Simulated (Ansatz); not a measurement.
# CaH8: the cost of one run

Method: DFT PBE, scalar-relativistic, plane waves, PAW, in Ansatz 0.2.0.

### 1 The starting structure

The structure is cubic, space group Fm-3m (No. 225). Conventional cell: a = 6.535 Å, b = 6.535 Å, c = 6.535 Å, α = 90.00°, β = 90.00°, γ = 90.00°. Ca (site symmetry m-3m) is surrounded by 8 H at 1.86 Å. H (site symmetry 3m) is surrounded by 3 H at 1.59 Å and 1 Ca at 1.86 Å.

Structure file:

```
CELL_PARAMETERS angstrom
0.00000 3.26745 3.26745
3.26745 0.00000 3.26745
3.26745 3.26745 0.00000
ATOMIC_POSITIONS crystal
Ca 0.50000 0.50000 0.50000
H 0.66409 0.66409 0.66409
H 0.66409 0.66409 0.00772
H 0.66409 0.00772 0.66409
H 0.00772 0.66409 0.66409
H 0.33591 0.33591 0.99228
H 0.33591 0.33591 0.33591
H 0.33591 0.99228 0.33591
H 0.99228 0.33591 0.33591
```

The cell is invented: random cell by space group and Wyckoff sites (Fm-3m, No. 225). Lengths come from tabulated atomic sizes and are only a guess.

### 2 A first look at the guess

Contents of input.yaml:

```yaml
crystal:
  lattice:
    - [0.0, 3.26745124, 3.26745124]
    - [3.26745124, 0.0, 3.26745124]
    - [3.26745124, 3.26745124, 0.0]
  atoms:
    - { symbol: Ca, position: [0.5, 0.5, 0.5] }
    - { symbol: H, position: [0.66409218, 0.66409218, 0.66409218] }
    - { symbol: H, position: [0.66409218, 0.66409218, 0.00772345] }
    - { symbol: H, position: [0.66409218, 0.00772345, 0.66409218] }
    - { symbol: H, position: [0.00772345, 0.66409218, 0.66409218] }
    - { symbol: H, position: [0.33590782, 0.33590782, 0.99227655] }
    - { symbol: H, position: [0.33590782, 0.33590782, 0.33590782] }
    - { symbol: H, position: [0.33590782, 0.99227655, 0.33590782] }
    - { symbol: H, position: [0.99227655, 0.33590782, 0.33590782] }
basis:
  ecutwfc: 420
kpoints:
  mp_grid: { grid: [4, 4, 4] }
hamiltonian:
  xc: pbe
scf:
  occupations: { method: gaussian, width: 0.1 }
  lower_state_search: "off"
output:
  forces: true
  stress: true
  eigenvalues: true
```

Run with:

```sh
$ ansatz run input.yaml --threads 1 --pin off --max-ram 2048MiB --backend cpu --events-out ev --progress --plain --runs-dir out
```

Q: Estimate wall time and peak memory on 1 thread of Arm Neoverse N1, shared host.

About 1.6 s, with a peak of 0.32 GiB.
